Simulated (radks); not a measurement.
**The Coulomb parameter U of the 5d shell of Hf²⁺**

Aim: U as the second difference [E(n + 1) + E(n − 1) − 2E(n)]/1², with all orbitals relaxed. Bare: the atom's charge changes with n. Screened: the 6s shell takes up the change. The start is a model configuration, not necessarily the ground state.

Program: radks (a radial shooting solver on a logarithmic mesh, Libxc functionals) version 1. Level of theory: scalar-relativistic Kohn-Sham, r2SCAN, spin-unpolarised, spherical densities, finite nucleus. These are calculated values, not measurements, unless marked.

### 1 Starting point

```
element            : hafnium (Z = 72)
charge             : +2
electrons          : 70
configuration      : [Xe] 4f14 5d1 6s1
nuclear rms radius : 5.347 fm
```

The outer shells:

Hf²⁺
```
[Xe] core
4f [↑↓][↑↓][↑↓][↑↓][↑↓][↑↓][↑↓]
5d [↑ ][  ][  ][  ][  ]
6s [↑ ]
```

### 2 Start: [Xe] 4f14 5d1 6s1

Input:

```text
Z 72
configuration [Xe] 4f14 5d1 6s1
relativity scalar-relativistic
functional r2scan,r2scan
spin unpolarised
nucleus finite rms 5.347 fm
c 137.035999084
```

On the command line:

```
$ python run_ks.py task.json out
```

This one command runs every case of the session in turn.

### 3 Bare +1: [Xe] 4f14 5d2 6s1

Changes since step 2:

```diff
@@ -1,3 +1,3 @@
 Z 72
-configuration [Xe] 4f14 5d1 6s1
+configuration [Xe] 4f14 5d2 6s1
 relativity scalar-relativistic
```

### 4 Bare -1: [Xe] 4f14 6s1

Changes since step 3:

```diff
@@ -1,3 +1,3 @@
 Z 72
-configuration [Xe] 4f14 5d2 6s1
+configuration [Xe] 4f14 6s1
 relativity scalar-relativistic
```

### 5 Screened +1: [Xe] 4f14 5d2

Changes since step 4:

```diff
@@ -1,3 +1,3 @@
 Z 72
-configuration [Xe] 4f14 6s1
+configuration [Xe] 4f14 5d2
 relativity scalar-relativistic
```

### 6 Screened -1: [Xe] 4f14 6s2

Changes since step 5:

```diff
@@ -1,3 +1,3 @@
 Z 72
-configuration [Xe] 4f14 5d2
+configuration [Xe] 4f14 6s2
 relativity scalar-relativistic
```

What does the calculation give?

**Answer**, as computed:

```csv
quantity,value (eV)
"U, bare",10.017
"U, screened by 6s",0.351
"F0(5d,5d), frozen orbitals",12.147
```

In words: Relaxing the orbitals brings U down to 82 % of the Slater integral F0. Letting 6s compensate leaves 4 % of the bare value; this second difference measures U(5d,5d) + U(6s,6s) − 2U(5d,6s). A solid screens further than the bare atom, so the bare value is an upper guide for the U of a crystal.
